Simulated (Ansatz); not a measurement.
# MnCl2: the cost of one run

Program: Ansatz 0.2.0. Level of theory: DFT r²SCAN+U (U_eff = 3 eV on Mn d, around-mean-field double counting), plane waves, PAW. These are calculated values, not measurements.

The COD entry's cell or inner coordinates are ideal or old and differ from later refinements, so a difference from it is no clean test against experiment.

### Step 1. Starting point

It takes space group R-3m (No. 166, trigonal). The conventional cell has a = 3.686 Å, b = 3.686 Å, c = 17.470 Å, α = 90.00°, β = 90.00°, γ = 120.00°. Around Mn (site symmetry -3m) lie 6 Cl at 2.58 Å. Around Cl (site symmetry 3m) lie 3 Mn at 2.58 Å.

Coordinates:

```xyz
3
Lattice="1.8430 1.0641 5.8233 -1.8430 1.0641 5.8233 0.0000 -2.1281 5.8233" Properties=species:S:1:pos:R:3 pbc="T T T"
Mn    0.0000    0.0000    0.0000
Cl    0.0000    0.0000    4.3675
Cl    0.0000    0.0000   13.1025
```

Magnetic order typed: ferromagnetic.

An earlier series on this cell reached its lowest free state from «from atoms, default search», perhaps among other starts.

### Step 2. Random orbitals: single harmonics, second filling

input.yaml reads:

```yaml
crystal:
  lattice:
    - [1.84300034, 1.06405674, 5.82333083]
    - [-1.84300034, 1.06405674, 5.82333083]
    - [0.0, -2.12811349, 5.82333083]
  atoms:
    - { symbol: Mn, position: [0.0, 0.0, 0.0], spin: 1.0 }
    - { symbol: Cl, position: [0.25, 0.25, 0.25] }
    - { symbol: Cl, position: [0.75, 0.75, 0.75] }
basis:
  ecutwfc: 500
  ecutrho_ratio: 4
kpoints:
  mp_grid: { grid: [6, 6, 6] }
hamiltonian:
  xc: r2scan
  hubbard:
    sites:
      - { site: 0, l: d, u_eff: 3.0, starting_ns: [{ spin: up, occupation_matrix: s0up }, { spin: down, occupation_matrix: s0down }] }
    double_counting: amf
    occupation_matrices:
      s0up:
        matrix:
          - [0.02, 0.0, 0.0, 0.0, 0.0]
          - [0.0, 0.97, 0.0, 0.0, 0.0]
          - [0.0, 0.0, 0.97, 0.0, 0.0]
          - [0.0, 0.0, 0.0, 0.97, 0.0]
          - [0.0, 0.0, 0.0, 0.0, 0.02]
      s0down:
        matrix:
          - [0.02, 0.0, 0.0, 0.0, 0.0]
          - [0.0, 0.02, 0.0, 0.0, 0.0]
          - [0.0, 0.0, 0.02, 0.0, 0.0]
          - [0.0, 0.0, 0.0, 0.97, 0.0]
          - [0.0, 0.0, 0.0, 0.0, 0.97]
    ns_hold: until_converged
scf:
  occupations: { method: gaussian, width: 0.05 }
  lower_state_search: "off"
  max_iter: 150
output:
  forces: true
  stress: true
  eigenvalues: true
  populations: true
  hubbard: { sites: [{ site: 0, l: d }] }
magnetization:
  spin_polarized: true
```

The typed matrices put 0.97 on the chosen orbitals and 0.02 on the others, and are held until the SCF converges, then released.

Started as:

```bash
$ ansatz run input.yaml --threads 4 --pin off --max-ram 6144MiB --backend cpu --events-out ev --progress --plain --runs-dir out
```

What time and memory should one allow on 4 threads of Arm Neoverse V1, shared host?

About 59 s, with a peak of 0.72 GiB.
